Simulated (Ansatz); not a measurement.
Runs of Ansatz 0.2.0 on MnO2. It takes space group Fd-3m (No. 227, cubic). The conventional cell has a = 8.040 Å, b = 8.040 Å, c = 8.040 Å, α = 90.00°, β = 90.00°, γ = 90.00°. Around Mn (site symmetry -3m) lie 6 O at 1.90 Å. Around O (site symmetry 3m) lie 3 Mn at 1.90 Å. The cell is a database's computed one.

```tsv
level	gap on the mesh (eV)	pressure (GPa)	moment (μB)	relaxed volume (Å³/atom)
PBEsol	0.35	0.0	12.00	10.71
PBEsol+D4	0.30	0.0	11.99	10.57
PBEsol+D3(BJ)-ATM	0.30	0.0	11.99	10.57
PBEsol+D3(BJ)	0.30	0.0	11.99	(a)
```

Alike in all rows: task relaxation of cell and atoms; potentials or basis Ansatz PAW; spin collinear, ferromagnetic start; cell relaxed; k mesh 6 × 6 × 6; cutoff (eV) 420; smearing fermi-dirac 0.05 eV.

Fill in the values left out.

(a) 10.54.

Caveats: the plane-wave basis is chosen anew once the cell has moved, so the energies of steps on either side of that aren't comparable; only a ferromagnetic start was run, and an antiferromagnetic order may lie lower in energy; the PAW data sets come from PBE, with cores solved anew for the run's functional, which leaves a small shift of forces and pressure.

A k mesh can miss the band edges.
